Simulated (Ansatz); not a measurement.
# CH4FNOSi: the cost of one run

Method: RKS PBE-D4/STO-3G, in Ansatz 0.2.0.

1 further run of the same task is left out (it didn't finish).

### 1 The system as given

Bond lengths: N1–C2 1.331 Å, C2–O3 1.195 Å, C2–Si4 1.883 Å, Si4–F5 1.674 Å, N1–H6 1.001 Å, N1–H7 1.050 Å, Si4–H8 1.477 Å, Si4–H9 1.488 Å. Angles: N1–C2–O3 120.3°, N1–C2–Si4 124.3°, O3–C2–Si4 115.4°, C2–N1–H6 124.3°, C2–N1–H7 121.5°, H6–N1–H7 114.0°, C2–Si4–F5 106.3°, C2–Si4–H8 115.2°, C2–Si4–H9 111.6°, F5–Si4–H8 106.8°, F5–Si4–H9 103.5°, H8–Si4–H9 112.5°.

Structure file:

```xyz
9

N    -0.0804    0.7425    1.3678
C     0.5951    0.0055    0.4898
O     1.7146   -0.3376    0.7261
Si   -0.0908   -0.5638   -1.1688
F    -1.6607    0.0114   -1.2516
H     0.3039    1.0947    2.2220
H    -1.0523    1.0829    1.1644
H     0.6181   -0.0405   -2.3543
H    -0.2589   -2.0414   -1.2127
```

### 2 End point A

Input file input.yaml:

```yaml
crystal:
  periodic: [false, false, false]
  atoms:
    - { symbol: "N", position_ang: [-0.0804, 0.7425, 1.3678] }
    - { symbol: C, position_ang: [0.5951, 0.0055, 0.4898] }
    - { symbol: O, position_ang: [1.7146, -0.3376, 0.7261] }
    - { symbol: Si, position_ang: [-0.0908, -0.5638, -1.1688] }
    - { symbol: F, position_ang: [-1.6607, 0.0114, -1.2516] }
    - { symbol: H, position_ang: [0.3039, 1.0947, 2.222] }
    - { symbol: H, position_ang: [-1.0523, 1.0829, 1.1644] }
    - { symbol: H, position_ang: [0.6181, -0.0405, -2.3543] }
    - { symbol: H, position_ang: [-0.2589, -2.0414, -1.2127] }
basis:
  gaussian: { orbitals: STO-3G }
hamiltonian:
  xc: pbe
  dispersion: d4
relax:
  f_tol: 0.015
  max_steps: 40
```

The run is started by

```sh
$ ansatz run input.yaml --threads 1 --pin off --max-ram 2048MiB --backend cpu --events-out ev --progress --plain --runs-dir out
```

**Question.** How long does this run take on 1 thread of Arm Neoverse V2, shared host, and how much memory does it need?

About 39 s, with a peak of 0.18 GiB.
